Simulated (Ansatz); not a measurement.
# CHOSbSe: small, medium and large basis sets

One table from this session's results is given with a row withheld; the runs are named, their logs left out.

The runs use Ansatz 0.2.0, Gaussian basis; one geometry, several basis sets.

The runs, in order: PBE0-D4/def2-SVP; ωB97M-V/def2-SVP; PBE0-D4/def2-QZVPP; ωB97M-V/def2-QZVPP; the functionals' def2-TZVPP values are taken from earlier runs.

### Structure used throughout

All runs share one geometry, relaxed beforehand with PBE0-D4 in a triple-zeta def2 set. Sb takes the def2 core potential; no spin-orbit term is included.

SMILES `O=[C]1[Se][SbH]1`, 5 atoms, charge 0, spin multiplicity 1.

Atoms are counted from 1 here; the program's logs count them from 0.

Bond lengths: O1–C2 1.176 Å, C2–Se3 1.912 Å, C2–Sb4 2.203 Å, Se3–Sb4 2.616 Å, Sb4–H5 1.717 Å. Angles: O1–C2–Se3 137.2°, O1–C2–Sb4 144.2°, Se3–C2–Sb4 78.6°, C2–Se3–Sb4 55.6°, C2–Sb4–Se3 45.7°, C2–Sb4–H5 91.7°, Se3–Sb4–H5 94.4°.

Geometry (Å):

```xyz
5
charge 0, multiplicity 1
O     0.9222   -1.6169    0.7130
C     0.1730   -0.7618    0.4136
Se   -1.5945   -0.6326   -0.3030
Sb   -0.1058    1.4220    0.3355
H     0.6550    1.5156   -1.2006
```

Set-up of the first run:

The input, in.yaml:

```yaml
crystal:
  periodic: [false, false, false]
  atoms:
    - {symbol: O, position_ang: [0.922222, -1.616947, 0.713034]}
    - {symbol: C, position_ang: [0.172955, -0.761785, 0.413597]}
    - {symbol: Se, position_ang: [-1.594513, -0.632603, -0.303000]}
    - {symbol: Sb, position_ang: [-0.105802, 1.422027, 0.335546]}
    - {symbol: H, position_ang: [0.655038, 1.515607, -1.200577]}
basis:
  gaussian: {orbitals: def2-SVP}
hamiltonian: {xc: pbe0, dispersion: d4}
output: {orbitals: {seedname: orbitals}}
```

Steps of the session up to this table: PBE0-D4 in def2-SVP; ωB97M-V in def2-SVP; PBE0-D4 in def2-QZVPP; ωB97M-V in def2-QZVPP.

One of the session's tables, all rows but one given; the rest of the session is left out.

It belongs to the step «Functionals by basis». 

| functional | basis | HOMO (eV) | LUMO (eV) |
| --- | --- | --- | --- |
| PBE0-D4 | def2-SVP | ? | ? |
| PBE0-D4 | def2-TZVPP | -6.66 | -2.47 |
| PBE0-D4 | def2-QZVPP | -6.68 | -2.49 |
| ωB97M-V | def2-SVP | -8.50 | -0.51 |
| ωB97M-V | def2-TZVPP | -8.56 | -0.73 |
| ωB97M-V | def2-QZVPP | -8.58 | -0.79 |

Estimate the missing values for PBE0-D4, def2-SVP.

As computed: HOMO (eV): -6.62; LUMO (eV): -2.35. In the column «HOMO (eV)» it is the highest.
